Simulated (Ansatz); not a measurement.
**ClGeH9Si3: how energies converge with the basis set**

An exercise on one series of results from a longer session: the logs are not shown, and one member is left open.

Program: Ansatz 0.2.0, Gaussian basis. Level of theory: one geometry, several basis sets. These are calculated values, not measurements.

The runs, in order: PBE0-D4/def2-SVP; ωB97M-V/def2-SVP; PBE0-D4/def2-QZVPP; ωB97M-V/def2-QZVPP; the functionals' def2-TZVPP values are taken from earlier runs.

**The relaxed structure**

The geometry comes from an earlier relaxation with PBE0-D4 in a triple-zeta def2 set; it is a stationary point, not always the lowest conformer.

SMILES `[SiH3][Ge]([SiH3])([SiH3])[Cl]`, 14 atoms, charge 0, spin multiplicity 1.

Atoms are counted from 1 here; the program's logs count them from 0.

Bond lengths: Si1–Ge2 2.384 Å, Si1–H6 1.488 Å, Si1–H7 1.485 Å, Si1–H8 1.485 Å, Ge2–Si3 2.384 Å, Ge2–Si4 2.384 Å, Ge2–Cl5 2.193 Å, Si3–H9 1.488 Å, Si3–H10 1.485 Å, Si3–H11 1.485 Å, Si4–H12 1.488 Å, Si4–H13 1.485 Å, Si4–H14 1.485 Å. Angles: Ge2–Si1–H6 108.9°, Ge2–Si1–H7 109.6°, Ge2–Si1–H8 109.6°, H6–Si1–H7 109.5°, H6–Si1–H8 109.5°, H7–Si1–H8 109.9°, Si1–Ge2–Si3 113.5°, Si1–Ge2–Si4 113.5°, Si1–Ge2–Cl5 105.0°, Si3–Ge2–Si4 113.5°, Si3–Ge2–Cl5 105.0°, Si4–Ge2–Cl5 105.1°, Ge2–Si3–H9 108.9°, Ge2–Si3–H10 109.6°, Ge2–Si3–H11 109.6°, H9–Si3–H10 109.5°, H9–Si3–H11 109.5°, H10–Si3–H11 109.9° and more.

Set-up of the first run:

in.yaml reads:

```yaml
crystal:
  periodic: [false, false, false]
  atoms:
    - {symbol: Si, position_ang: [-1.681784, 1.543977, -0.331885]}
    - {symbol: Ge, position_ang: [0.208785, 0.092622, -0.396746]}
    - {symbol: Si, position_ang: [1.831385, 0.568429, 1.284236]}
    - {symbol: Si, position_ang: [-0.368949, -2.216487, -0.534903]}
    - {symbol: Cl, position_ang: [1.208033, 0.544144, -2.295369]}
    - {symbol: H, position_ang: [-2.427959, 1.306331, 0.933268]}
    - {symbol: H, position_ang: [-1.225879, 2.956541, -0.379488]}
    - {symbol: H, position_ang: [-2.567270, 1.258891, -1.489508]}
    - {symbol: H, position_ang: [1.237365, 0.289838, 2.619663]}
    - {symbol: H, position_ang: [2.223503, 1.998660, 1.205876]}
    - {symbol: H, position_ang: [3.023143, -0.294561, 1.083186]}
    - {symbol: H, position_ang: [-1.056587, -2.616643, 0.722439]}
    - {symbol: H, position_ang: [0.863211, -3.027911, -0.704635]}
    - {symbol: H, position_ang: [-1.280096, -2.433130, -1.687435]}
basis:
  gaussian: {orbitals: def2-SVP}
hamiltonian: {xc: pbe0, dispersion: d4}
output: {orbitals: {seedname: orbitals}}
```

Command:

```sh
ansatz run in.yaml --threads 4 --pin off --events-out ev --progress --plain --max-ram 11315MiB
```

Among the steps run: PBE0-D4 in def2-SVP; ωB97M-V in def2-SVP; PBE0-D4 in def2-QZVPP; ωB97M-V in def2-QZVPP.

One of the session's tables, all rows but one given; the rest of the session is left out.

It belongs to the step «Density functionals: the series». 

```
functional       basis  HOMO (eV)
   PBE0-D4    def2-SVP      -7.68
   PBE0-D4  def2-TZVPP      -7.73
   PBE0-D4  def2-QZVPP      -7.74
   ωB97M-V    def2-SVP      -9.61
   ωB97M-V  def2-TZVPP          ?
   ωB97M-V  def2-QZVPP      -9.72
```

Q: Estimate the row for ωB97M-V, def2-TZVPP from the others.

**Answer.** HOMO (eV): -9.70. In the column «HOMO (eV)» it lies between ωB97M-V, def2-QZVPP (-9.72) and ωB97M-V, def2-SVP (-9.61).
